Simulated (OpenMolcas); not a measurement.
**One shape, several levels: [GePH4]− (SMILES [PH2][GeH2-])**

We compute a comparison of 6 runs (HF/STO-3G, HF/3-21G, HF/pcseg-2, B3LYP/6-31G*, PBE0/def2-SVP) of [GePH4]−. 

Program for the calculation: OpenMolcas 26.06.

9 further runs of the same task are left out: 3 that didn't finish, 6 set aside as unsound or not needed.

**1. The molecule**

[GePH4]−: 6 atoms, total charge -1, spin state singlet. SMILES: `[PH2][GeH2-]`. The shape comes from GFN2-xTB, which is rough for such elements, and wasn't checked as a minimum. This is one conformer, not always the lowest.

Bond lengths: P1–Ge2 2.360 Å, P1–H3 1.383 Å, P1–H4 1.383 Å, Ge2–H5 1.648 Å, Ge2–H6 1.647 Å. Angles: P1–Ge2–H5 90.4°, P1–Ge2–H6 90.4°, Ge2–P1–H3 94.4°, Ge2–P1–H4 94.5°, H5–Ge2–H6 88.0°, H3–P1–H4 90.4°.

**2. Energy and forces at HF/STO-3G (run 1)**

The input, geom.xyz:

```xyz
6

P     -0.720450    -0.896490    -0.032470
Ge     0.869730     0.846830     0.028390
H     -0.086520    -1.653140     0.936400
H     -0.067380    -1.604580    -1.025200
H      0.009790     1.687950    -1.097840
H     -0.005170     1.619430     1.190720
```

The input, job.input:

```
&GATEWAY
  BasLib = $CurrDir
  Coord = geom.xyz
  Basis = STO-3G
  Group = NoSym

&SEWARD

&SCF
  Charge = -1
  Thresholds = 1e-10 1e-07 1e-07 1e-05
  PrOrbitals = 1 2

&ALASKA
```

The basis set STO-3G is read from a file made from the Basis Set Exchange's data (not shown).

Run with:

```sh
$ export MOLCAS_MEM=1860
$ pymolcas job.input > job.log
```

What it wrote:

```text
--- Start Module: gateway ---
[...]
--- Stop Module: gateway /rc=_RC_ALL_IS_WELL_ ---
[...]
      Basis functions           31
[...]
--- Start Module: scf ---
[...]
       Convergence after  13 Iterations
[...]
::    Total SCF energy                              -2390.8103063808
[...]
      Total spin, S                                     0.0000000000
[...]
      Total electronic charge=   52.000000
      Total            charge=   -1.000000
[...]
      Dipole Moment (debye):
      Origin of the operator (angstrom)=    0.3840    0.3202    0.0101
                   X=  2.2670E-01               Y= -1.0073E+00               Z= -2.7131E-02           Total=  1.0328E+00
      Center of Charge (angstrom)
[...]
--- Stop Module: scf /rc=_RC_ALL_IS_WELL_ ---
--- Start Module: alaska ---
[...]
 *              Molecular gradients               *
 **************************************************
  Irreducible representation: a
 ------------------------------------------------------------------------------------------
                              X                       Y                       Z
 ------------------------------------------------------------------------------------------
  P1               -1.70205190020489E-02   -3.45415475789324E-03   -2.15275620012667E-04
  GE2               7.22016516938027E-02   -5.22758147712832E-02   -9.71674994928451E-04
  H3                4.36152859363004E-03    2.69765129528254E-03   -3.03781453294150E-03
  H4                4.29224582757382E-03    2.47845055448259E-03    3.21864068950717E-03
  H5               -3.17261521785754E-02    2.62567836096315E-02   -3.12079285344575E-02
  H6               -3.21087549344448E-02    2.42970840697208E-02    3.22140529928330E-02
 ------------------------------------------------------------------------------------------
--- Stop Module: alaska /rc=_RC_ALL_IS_WELL_ ---
[...]
```

It took 1.9 s on 1 thread of Arm Neoverse V2, shared host; peak memory 0.37 GiB.

**3. Energy and forces at HF/3-21G (run 2)**

The input, struct.xyz:

```xyz
6

P     -0.720450    -0.896490    -0.032470
Ge     0.869730     0.846830     0.028390
H     -0.086520    -1.653140     0.936400
H     -0.067380    -1.604580    -1.025200
H      0.009790     1.687950    -1.097840
H     -0.005170     1.619430     1.190720
```

The input, run.inp:

```
&GATEWAY
  BasLib = $CurrDir
  Coord = struct.xyz
  Basis = 3-21G
  Group = NoSym

&SEWARD

&SCF
  Charge = -1
  Thresholds = 1e-10 1e-07 1e-07 1e-05
  PrOrbitals = 1 1

&ALASKA
```

The basis set 3-21G is read from a file made from the Basis Set Exchange's data (not shown).

Run with:

```sh
$ export MOLCAS_MEM=1860
$ pymolcas run.inp > run.log
```

What it wrote:

```text
--- Start Module: gateway ---
[...]
--- Stop Module: gateway /rc=_RC_ALL_IS_WELL_ ---
[...]
      Basis functions           43
[...]
--- Start Module: scf ---
[...]
       Convergence after  16 Iterations
[...]
::    Total SCF energy                              -2406.6202750281
[...]
      Total spin, S                                     0.0000000000
[...]
      Total electronic charge=   52.000000
      Total            charge=   -1.000000
[...]
      Dipole Moment (debye):
      Origin of the operator (angstrom)=    0.3840    0.3202    0.0101
                   X=  1.1567E+00               Y= -6.5980E-01               Z= -6.9799E-03           Total=  1.3316E+00
      Center of Charge (angstrom)
[...]
--- Stop Module: scf /rc=_RC_ALL_IS_WELL_ ---
--- Start Module: alaska ---
[...]
 *              Molecular gradients               *
 **************************************************
  Irreducible representation: a
 ------------------------------------------------------------------------------------------
                              X                       Y                       Z
 ------------------------------------------------------------------------------------------
  P1                2.95705266554158E-02    7.38805460414937E-03    5.47528148028498E-04
  GE2              -4.39470123967567E-03   -3.94687597007817E-02   -1.04500262420049E-03
  H3               -4.38866675731742E-03    1.50070768231554E-02   -1.88732742658519E-02
  H4               -4.74773099608283E-03    1.40113347050532E-02    1.94697004372291E-02
  H5               -8.06429591417857E-03    1.52780067263203E-03    7.91516918390300E-04
  H6               -7.97513174816133E-03    1.53449289572283E-03   -8.90468613604867E-04
 ------------------------------------------------------------------------------------------
--- Stop Module: alaska /rc=_RC_ALL_IS_WELL_ ---
[...]
```

Run time: 2.2 s. Hardware: 1 thread of Arm Neoverse V2, shared host; peak memory 0.38 GiB.

Runs 3 to 5 aren't shown in full; the table further down has their settings and results.

**4. Energy and forces at PBE0/def2-SVP (run 6)**

The input, run.inp:

```
* GeH4P Kohn-Sham DFT
&gateway
baslib = $CurrDir
basisset
P.def2-SVP....
P1 -0.720450 -0.896490 -0.032470 angstrom
End of Basis
basisset
Ge.def2-SVP....
Ge2 0.869730 0.846830 0.028390 angstrom
End of Basis
basisset
H.def2-SVP....
H3 -0.086520 -1.653140 0.936400 angstrom
H4 -0.067380 -1.604580 -1.025200 angstrom
H5 0.009790 1.687950 -1.097840 angstrom
H6 -0.005170 1.619430 1.190720 angstrom
End of Basis
&seward
gridinput
Grid=UltraFine
End of Grid
&scf
charge = -1
ksdft = PBE0
thresholds = 1e-10 1e-07 1e-07 1e-05
prorbitals = 1 2
&alaska
```

The basis set def2-SVP is read from a file made from the Basis Set Exchange's data (not shown).

Run with:

```sh
$ export MOLCAS_MEM=1860
$ pymolcas run.inp > run.log
```

What it wrote:

```text
--- Start Module: gateway ---
[...]
--- Stop Module: gateway /rc=_RC_ALL_IS_WELL_ ---
[...]
      Basis functions           70
[...]
--- Start Module: scf ---
[...]
       Convergence after  15 Iterations
[...]
::    Total KS-DFT energy                           -2420.0056294256
[...]
      Total spin, S                                     0.0000000000
[...]
      Total electronic charge=   52.000000
      Total            charge=   -1.000000
[...]
      Dipole Moment (debye):
      Origin of the operator (angstrom)=    0.3840    0.3202    0.0101
                   X=  7.2493E-01               Y= -1.0658E+00               Z= -2.2431E-02           Total=  1.2891E+00
      Center of Charge (angstrom)
[...]
--- Stop Module: scf /rc=_RC_ALL_IS_WELL_ ---
[...]
--- Start Module: alaska ---
[...]
 *              Molecular gradients               *
 **************************************************
  Irreducible representation: a
 ------------------------------------------------------------------------------------------
                              X                       Y                       Z
 ------------------------------------------------------------------------------------------
  P1                2.82957734067963E-02   -1.29139290289153E-02    2.41294117119262E-05
  GE2               7.45680298845031E-04   -2.19267043258498E-02   -5.84836618002793E-04
  H3               -9.11528408993978E-03    1.44540183299346E-02   -1.77506615404255E-02
  H4               -9.42477180090195E-03    1.35072571333632E-02    1.82114491328771E-02
  H5               -5.25154370628123E-03    3.53294917811686E-03   -2.59149457343755E-03
  H6               -5.24985410868428E-03    3.34640871334058E-03    2.69141418729202E-03
 ------------------------------------------------------------------------------------------
--- Stop Module: alaska /rc=_RC_ALL_IS_WELL_ ---
[...]
```

Run time: 16 s. Hardware: 1 thread of Arm Neoverse V2, shared host; peak memory 0.41 GiB.

**5. All runs side by side**

```
run                               level  integration grid  Cartesian functions   energy (Eh)  HOMO energy (eV)  LUMO energy (eV)  HOMO–LUMO gap (eV)  wall time
  1                           HF/STO-3G                 –                   no  -2390.810306              2.04             17.32               15.28      1.9 s
  2                            HF/3-21G                 –                   no  -2406.620275             -2.14              8.68               10.82      2.2 s
  3                          HF/pcseg-2                 –                   no  -2418.445146             -2.38              7.01                9.39       38 s
  4  B3LYP/6-31G* (spherical functions)         UltraFine                   no  -2420.533173              0.08              5.32                5.24       16 s
  5  B3LYP/6-31G* (Cartesian functions)         UltraFine                  yes  -2420.540696              0.07              5.31                5.24       16 s
  6                       PBE0/def2-SVP         UltraFine                   no  -2420.005629             -0.07              6.05                6.12       16 s
```

**6. Results**

| quantity | value |
| --- | --- |
| run 6: total energy | -2420.00563 Eh |
| run 6: HOMO energy | -0.07 eV |
| run 6: LUMO energy | 6.05 eV |
| run 6: HOMO–LUMO gap (to an unbound level, set by the basis) | 6.12 eV |
| run 6: largest force on an atom | 1.599 eV/Å |

In words: The HOMO–LUMO gap runs from 5.24 eV (B3LYP/6-31G*) to 15.28 eV (HF/STO-3G). The two ends differ in method and basis. The empty levels of an anion lie above zero and hang on the basis. Totals of different functionals can't be ranked against each other. In runs 1, 4, 5 the HOMO lies above zero, so the outermost electron may be held by the basis alone. In run 1 the basis is minimal, so the values are rough. All runs together took 89 s, the longest 38 s.
